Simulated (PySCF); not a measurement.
# C₈H₈: electronic structure in real space

For C₈H₈, the scripts below probe its ring current by NICS, compute its lowest excited states and measure its response to a uniform field.

Method: levels as typed in each script, gas phase, geometry from GFN2-xTB; program: PySCF 2.14.0.

### Step 1. The starting structure

SMILES `C12C3C4C1C5C2C3C45`, 16 atoms, charge 0, spin multiplicity 1.

Bond lengths: C1–C2 1.543 Å, C1–C4 1.543 Å, C1–C6 1.543 Å, C1–H9 1.084 Å, C2–C3 1.543 Å, C2–C7 1.543 Å, C2–H10 1.084 Å, C3–C4 1.543 Å, C3–C8 1.543 Å, C3–H11 1.084 Å, C4–C5 1.543 Å, C4–H12 1.084 Å, C5–C6 1.543 Å, C5–C8 1.543 Å, C5–H13 1.084 Å, C6–C7 1.543 Å, C6–H14 1.084 Å, C7–C8 1.543 Å and more. Angles: C2–C1–C4 90.0°, C2–C1–C6 90.0°, C2–C1–H9 125.3°, C4–C1–C6 90.0°, C4–C1–H9 125.3°, C6–C1–H9 125.3°, C1–C2–C3 90.0°, C1–C2–C7 90.0°, C1–C2–H10 125.3°, C3–C2–C7 90.0°, C3–C2–H10 125.3°, C7–C2–H10 125.3°, C2–C3–C4 90.0°, C2–C3–C8 90.0°, C2–C3–H11 125.3°, C4–C3–C8 90.0°, C4–C3–H11 125.3°, C8–C3–H11 125.3° and more.

As a file:

```csv
atom,x (Å),y (Å),z (Å)
C1,0.4580,1.2291,0.2566
C2,-0.8006,0.9028,-0.5747
C3,-0.0214,-0.2006,-1.3212
C4,1.2372,0.1257,-0.4897
C5,0.8006,-0.9027,0.5747
C6,0.0214,0.2005,1.3212
C7,-1.2372,-0.1258,0.4898
C8,-0.4580,-1.2291,-0.2567
H9,0.8294,2.2257,0.4647
H10,-1.4499,1.6349,-1.0406
H11,-0.0387,-0.3632,-2.3925
H12,2.2403,0.2276,-0.8869
H13,1.4499,-1.6347,1.0406
H14,0.0388,0.3630,2.3925
H15,-2.2403,-0.2278,0.8870
H16,-0.8295,-2.2256,-0.4647
```

### Step 2. Ring currents (PBE/6-31g*)

Input file input.py:

```python
import numpy as np
from pyscf import gto, scf, dft
from pyscf.prop import nmr
from pyscf.data import nist

def solve(mol, dm0=None, hcore=None):
    mf = (dft.UKS if mol.spin else dft.RKS)(mol, xc='pbe')
    mf.grids.level = 3
    mf.conv_tol, mf.max_cycle = 1e-8, 80
    if hcore is not None:
        mf.get_hcore = lambda *args: hcore
    mf.kernel(dm0)
    if not mf.converged:
        mf = mf.newton().run(mf.mo_coeff, mf.mo_occ, max_cycle=30)
    assert mf.converged, 'SCF not converged'
    return mf

mol = gto.M(atom='''
C      0.45798     1.22910     0.25665
C     -0.80062     0.90284    -0.57468
C     -0.02137    -0.20058    -1.32121
C      1.23716     0.12571    -0.48974
C      0.80064    -0.90273     0.57467
C      0.02144     0.20051     1.32121
C     -1.23720    -0.12579     0.48975
C     -0.45803    -1.22906    -0.25666
H      0.82942     2.22568     0.46470
H     -1.44985     1.63487    -1.04059
H     -0.03873    -0.36316    -2.39251
H      2.24029     0.22762    -0.88694
H      1.44994    -1.63468     1.04060
H      0.03876     0.36304     2.39253
H     -2.24032    -0.22777     0.88696
H     -0.82948    -2.22564    -0.46471
''', basis='6-31g*', charge=0, spin=0, verbose=4)
mf = solve(mol)
vxc = nmr.rks.get_vxc_giao  # smaller grid blocks
nmr.rks.get_vxc_giao = lambda *a, **k: vxc(*a, **{**k, 'max_memory': 300})
calc = nmr.RKS(mf)
calc.cphf = True
nuclei = calc.kernel()
mo1 = calc.mo10
# ring centres and points 1 angstrom above and below them
points = np.array([
    [0.2183, 0.5143, -0.5322],
    [-0.0646, -0.1522, 0.1576],
    [0.5012, 1.1807, -1.2220],
    [-0.3896, 0.5517, 0.3732],
    [-0.8945, 1.2666, 0.8570],
    [0.1153, -0.1632, -0.1105],
    [0.6293, 0.1631, 0.4157],
    [1.4448, 0.3746, 0.9544],
    [-0.1862, -0.0483, -0.1230],
    [-0.6293, -0.1631, -0.4157],
    [0.1862, 0.0483, 0.1231],
    [-1.4448, -0.3746, -0.9545],
    [0.3896, -0.5517, -0.3732],
    [-0.1153, 0.1633, 0.1105],
    [0.8945, -1.2666, -0.8569],
]) / nist.BOHR
mol.atom_coord = lambda i, unit='Bohr': points[i]
idx = range(len(points))
sigma = (calc.dia(shielding_nuc=idx) + calc.para(mo10=mo1, shielding_nuc=idx)[0]) * nist.ALPHA**2 * 1e6
for p, t in zip(points, sigma):
    print('NICS at %8.4f %8.4f %8.4f  %8.2f ppm' % (*(p * nist.BOHR), -t.trace() / 3))
occ = mf.mo_coeff[:, mf.mo_occ > 0]
dm1 = np.array([mf.mo_coeff @ (2 * x) @ occ.T for x in mo1])
np.savez('result.npz', sigma=sigma, nuclei=nuclei, dm0=mf.make_rdm1(), dm1=dm1, e=mf.e_tot, eps=mf.mo_energy, occ=mf.mo_occ)
```

The run is started by

```sh
$ OMP_NUM_THREADS=1 python input.py
```

### Step 4. Excited states (CAM-B3LYP/6-31g*)

Input file input.py:

```python
import numpy as np
from pyscf import gto, scf, dft, tdscf
from pyscf.scf import atom_ks, atom_hf
from scipy.linalg import block_diag

def solve(mol, dm0=None, hcore=None):
    mf = (dft.UKS if mol.spin else dft.RKS)(mol, xc='camb3lyp')
    mf.grids.level = 3
    mf = mf.density_fit(auxbasis='def2-universal-jkfit')
    mf.conv_tol, mf.max_cycle = 1e-8, 80
    if hcore is not None:
        mf.get_hcore = lambda *args: hcore
    mf.kernel(dm0)
    if not mf.converged:
        mf = mf.newton().run(mf.mo_coeff, mf.mo_occ, max_cycle=30)
    assert mf.converged, 'SCF not converged'
    return mf

mol = gto.M(atom='''
C      0.45798     1.22910     0.25665
C     -0.80062     0.90284    -0.57468
C     -0.02137    -0.20058    -1.32121
C      1.23716     0.12571    -0.48974
C      0.80064    -0.90273     0.57467
C      0.02144     0.20051     1.32121
C     -1.23720    -0.12579     0.48975
C     -0.45803    -1.22906    -0.25666
H      0.82942     2.22568     0.46470
H     -1.44985     1.63487    -1.04059
H     -0.03873    -0.36316    -2.39251
H      2.24029     0.22762    -0.88694
H      1.44994    -1.63468     1.04060
H      0.03876     0.36304     2.39253
H     -2.24032    -0.22777     0.88696
H     -0.82948    -2.22564    -0.46471
''', basis='6-31g*', charge=0, spin=0, verbose=4)
mf = solve(mol)
td = mf.TDA()
td.nstates, td.singlet, td.conv_tol = 4, True, 1e-5
td.kernel()
td.analyze()
x, y = np.array([p[0] for p in td.xy]), np.array([p[1] + 0 * p[0] for p in td.xy])
f, mu = td.oscillator_strength(), td.transition_dipole()
nto = [td.get_nto(state=i + 1, verbose=4) for i in range(len(td.e))]
# spherically averaged free atoms, for the promolecule
atm = atom_ks.get_atm_nrks(mol, xc='camb3lyp')
pro = block_diag(*[(atm[a[0]][2] * atm[a[0]][3]) @ atm[a[0]][2].T for a in mol._atom])
np.savez('result.npz', e=td.e, f=f, ok=td.converged, w=[n[0] for n in nto], nto=[n[1] for n in nto], x=x, y=y, c=mf.mo_coeff, occ=mf.mo_occ, eps=mf.mo_energy, pro=pro, mu=mu)
```

### Step 6. Response to an electric field (CAM-B3LYP/6-31+g*)

Changes to input.py since step 4:

```diff
@@ -1,3 +1,3 @@
 import numpy as np
-from pyscf import gto, scf, dft, tdscf
+from pyscf import gto, scf, dft
 from pyscf.scf import atom_ks, atom_hf
@@ -35,11 +35,11 @@
 H     -0.82948    -2.22564    -0.46471
-''', basis='6-31g*', charge=0, spin=0, verbose=4)
+''', basis='6-31+g*', charge=0, spin=0, verbose=4)
+field = np.array([0.002, 0.0, 0.0])  # atomic units
+mol.set_common_orig(mol.atom_charges() @ mol.atom_coords() / mol.atom_charges().sum())
 mf = solve(mol)
-td = mf.TDA()
-td.nstates, td.singlet, td.conv_tol = 4, True, 1e-5
-td.kernel()
-td.analyze()
-x, y = np.array([p[0] for p in td.xy]), np.array([p[1] + 0 * p[0] for p in td.xy])
-f, mu = td.oscillator_strength(), td.transition_dipole()
-nto = [td.get_nto(state=i + 1, verbose=4) for i in range(len(td.e))]
+out = dict(dm0=mf.make_rdm1(), d0=mf.dip_moment(unit='AU'), e0=mf.e_tot)
+for name, sign in (('p', 1), ('m', -1)):
+    h = mf.get_hcore() + sign * np.einsum('x,xij->ij', field, mol.intor('int1e_r'))
+    mi = solve(mol, mf.make_rdm1(), h)
+    out.update({'dm' + name: mi.make_rdm1(), 'd' + name: mi.dip_moment(unit='AU'), 'e' + name: mi.e_tot})
 # spherically averaged free atoms, for the promolecule
@@ -47,2 +47,2 @@
 pro = block_diag(*[(atm[a[0]][2] * atm[a[0]][3]) @ atm[a[0]][2].T for a in mol._atom])
-np.savez('result.npz', e=td.e, f=f, ok=td.converged, w=[n[0] for n in nto], nto=[n[1] for n in nto], x=x, y=y, c=mf.mo_coeff, occ=mf.mo_occ, eps=mf.mo_energy, pro=pro, mu=mu)
+np.savez('result.npz', pro=pro, **out)
```

(Steps that only read results are left out.)

What does the calculation give? Wanted: NICS(1)zz, 4-membered ring C1/C2/C3/C4; NICS(1)zz, 4-membered ring C1/C2/C6/C7; NICS(1)zz, 4-membered ring C1/C4/C5/C6; NICS(1)zz, 4-membered ring C2/C3/C7/C8; lowest singlet excitation; polarisability along the field.

**Answer**, as computed:

| quantity | value |
| --- | --- |
| NICS(1)zz, 4-membered ring C1/C2/C3/C4 (PBE/6-31g*) | +20.4 ppm |
| NICS(1)zz, 4-membered ring C1/C2/C6/C7 (PBE/6-31g*) | +20.4 ppm |
| NICS(1)zz, 4-membered ring C1/C4/C5/C6 (PBE/6-31g*) | +20.4 ppm |
| NICS(1)zz, 4-membered ring C2/C3/C7/C8 (PBE/6-31g*) | +20.4 ppm |
| lowest singlet excitation (CAM-B3LYP/6-31g*) | 8.20 eV |
| polarisability along the field (CAM-B3LYP/6-31+g*) | 70.1 bohr³ |

In words: The 4-membered ring C1/C2/C3/C4 is deshielded above its centre; in such a ring the values come largely from σ bonds and don't measure π aromaticity. All values hold at the given geometry, in the gas phase.
